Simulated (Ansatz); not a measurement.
# CH₆FNSi, SMILES N[SiH2]CF: a rigid scan of one bond length

Computed with the Ansatz DFT code, driven from Python.

Run as a notebook:

```python
import ansatz as az
import numpy as np

BASIS_SET = "def2-SVP"
XC = "B3LYP"
```

```python
ch6fnsi = (
    az.Crystal.molecule()
    .atom("N", (-1.0115, 1.2315, 0.0718))
    .atom("Si", (0.0925, 0.2015, -0.5895))
    .atom("C", (0.8325, -0.911, 0.6474))
    .atom("F", (-0.0283, -1.6616, 1.2489))
    .atom("H", (-1.5195, 1.7591, -0.7201))
    .atom("H", (-1.7868, 0.7475, 0.5196))
    .atom("H", (-0.6067, -0.5502, -1.6261))
    .atom("H", (1.1436, 1.066, -1.273))
    .atom("H", (1.5904, -1.58, 0.2483))
    .atom("H", (1.377, -0.3539, 1.4757))
)
```

```python
symbols = [site.symbol for site in ch6fnsi.cartesian_sites]
start = np.array([site.position_ang for site in ch6fnsi.cartesian_sites])
axis = (start[8] - start[2]) / np.linalg.norm(start[8] - start[2])
moving = [8]
lengths, energies = [0.956, 1.0, 1.043, 1.087, 1.13, 1.174, 1.217, 1.282], []
for length in lengths:
    xyz = start.copy()
    xyz[moving] += (length - np.linalg.norm(start[8] - start[2])) * axis
    point = az.Crystal.molecule()
    for symbol, place in zip(symbols, xyz):
        point = point.atom(symbol, place.tolist())
    setup = (
        point.calculation()
        .basis(gaussian=BASIS_SET)
        .functional(XC)
    )
    data = setup.run(threads=1, backend="cpu").report
    energies.append(data["free_energy_ev"])
    print(f"r = {length:6.3f} A  E = {energies[-1]:.5f} eV  <S^2> = {abs(data['mean_field']['state']['spin_squared']):.3f}")
```

    r =  0.956 A  E = -13212.29206 eV  <S^2> = 0.000
    r =  1.000 A  E = -13212.56559 eV  <S^2> = 0.000
    r =  1.043 A  E = -13212.72439 eV  <S^2> = 0.000
    r =  1.087 A  E = -13212.80004 eV  <S^2> = 0.000
    r =  1.130 A  E = -13212.80784 eV  <S^2> = 0.000
    r =  1.174 A  E = -13212.76357 eV  <S^2> = 0.000
    r =  1.217 A  E = -13212.68111 eV  <S^2> = 0.000
    r =  1.282 A  E = -13212.50316 eV  <S^2> = 0.000

```python
# quartic fit about the minimum
fit = np.polynomial.Polynomial.fit(lengths, np.array(energies) - min(energies), 4).convert()
roots = [r.real for r in fit.deriv().roots() if abs(r.imag) < 1e-9 and fit.deriv(2)(r.real) > 0]
r_e = min(roots, key=lambda r: abs(r - lengths[int(np.argmin(energies))]))
print(f"minimum of the fit at {r_e:.4f} A, force constant {fit.deriv(2)(r_e):.2f} eV/A^2")
```

    minimum of the fit at 1.1137 A, force constant 29.98 eV/A^2

Total energies depend on the basis set; only differences at equal settings carry meaning. The rest of the molecule is held rigid at a force-field or estimated start geometry, and the basis set is modest; single-reference methods fail as a bond breaks. b3lyp holds the VWN-RPA fit, as in Gaussian; the form of ORCA and Turbomole is b3lyp5. The orbitals are restricted, so S² is zero by construction. The whole script took 18 s on 1 thread of AMD EPYC 7R43 64-Core Processor (Zen 3), with other jobs on the host, peak memory 0.25 GiB.
